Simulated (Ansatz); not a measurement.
**HfCl2F2: a trial structure relaxed**

Aim: relax a trial structure of HfCl2F2 and see where it ends.

Computed with Ansatz 0.2.0 (DFT PBE, scalar-relativistic, plane waves, PAW, unless a step's input says otherwise).

### Step 1. Starting point

Symmetry: I4/mmm, No. 139, tetragonal system. Conventional cell: a = 4.414 Å, b = 4.414 Å, c = 10.014 Å, α = 90.00°, β = 90.00°, γ = 90.00°. Hf (site symmetry 4/mmm) has 8 Cl at 3.34 Å and 10 F at 3.37 to 3.72 Å in its first shell of neighbours. Cl (site symmetry -4m2) is surrounded by 4 F at 2.52 Å and 4 Cl at 3.12 Å and 4 Hf at 3.34 Å. Around F (site symmetry 4mm) lie 4 Cl at 2.52 Å and 1 F at 2.57 Å and 5 Hf at 3.37 to 3.72 Å.

Coordinates:

```cif
data_structure
_symmetry_space_group_name_H-M 'P 1'
_symmetry_Int_Tables_number 1
_cell_length_a 5.9000
_cell_length_b 5.9000
_cell_length_c 5.9000
_cell_angle_alpha 136.069
_cell_angle_beta 136.069
_cell_angle_gamma 63.873
_cell_volume 97.54
loop_
_atom_site_label
_atom_site_type_symbol
_atom_site_fract_x
_atom_site_fract_y
_atom_site_fract_z
_atom_site_occupancy
Hf1 Hf 0.00000 0.00000 0.00000 1
Cl1 Cl 0.75000 0.25000 0.50000 1
Cl2 Cl 0.25000 0.75000 0.50000 1
F1 F 0.62815 0.62815 0.00000 1
F2 F 0.37185 0.37185 0.00000 1
```

The cell is invented: species swapped into a database cell of LuSi2Os2 (I4/mmm, No. 139), with Hf on the Lu sites, F on the Si sites and Cl on the Os sites. Its size is a rough estimate.

### Step 2. Probe: one point on a coarse mesh

Input file input.yaml:

```yaml
crystal:
  lattice:
    - [-2.20688869, 2.20688869, 5.00696306]
    - [2.20688869, -2.20688869, 5.00696306]
    - [2.20688869, 2.20688869, -5.00696306]
  atoms:
    - { symbol: Hf, position: [0.0, 0.0, 0.0] }
    - { symbol: Cl, position: [0.75, 0.25, 0.5] }
    - { symbol: Cl, position: [0.25, 0.75, 0.5] }
    - { symbol: F, position: [0.62814844, 0.62814844, 0.0] }
    - { symbol: F, position: [0.37185156, 0.37185156, 0.0] }
basis:
  ecutwfc: 420
kpoints:
  mp_grid: { grid: [6, 6, 6] }
hamiltonian:
  xc: pbe
scf:
  occupations: { method: gaussian, width: 0.1 }
  lower_state_search: "off"
output:
  forces: true
  stress: true
  eigenvalues: true
```

Run with:

```bash
$ ansatz run input.yaml --threads 1 --pin off --max-ram 2560MiB --backend cpu --events-out ev --progress --plain --runs-dir out
```

The session goes on with these runs: a loose first relaxation; full relaxation.

Q: Predict the outcome of this session. Wanted: conventional cell; volume; energy over the elements; gap on the mesh.

The runs gave:

| quantity | value |
| --- | --- |
| symmetry at the end (tolerance 0.02 Å) | space group I4/mmm (No. 139) |
| conventional cell | a = 5.471 Å, b = 5.471 Å, c = 6.253 Å, α = 90.00°, β = 90.00°, γ = 90.00° |
| volume | 18.72 Å³/atom |
| energy over the elements (uncorrected; H, N, O, F and Cl as molecules) | -1.82 eV/atom |
| gap on the mesh | 1.31 eV |

**Reading.** The space group I4/mmm (No. 139) is kept, and the volume per atom shrinks by 4.1 % from the first guess. It lies below the elements, which doesn't yet make it stable: competing phases were not computed in this session. No finished test with a distortion of lower symmetry is shown, so the end may be a saddle point. These runs have no spin-orbit coupling; with Hf it would split and shift bands.
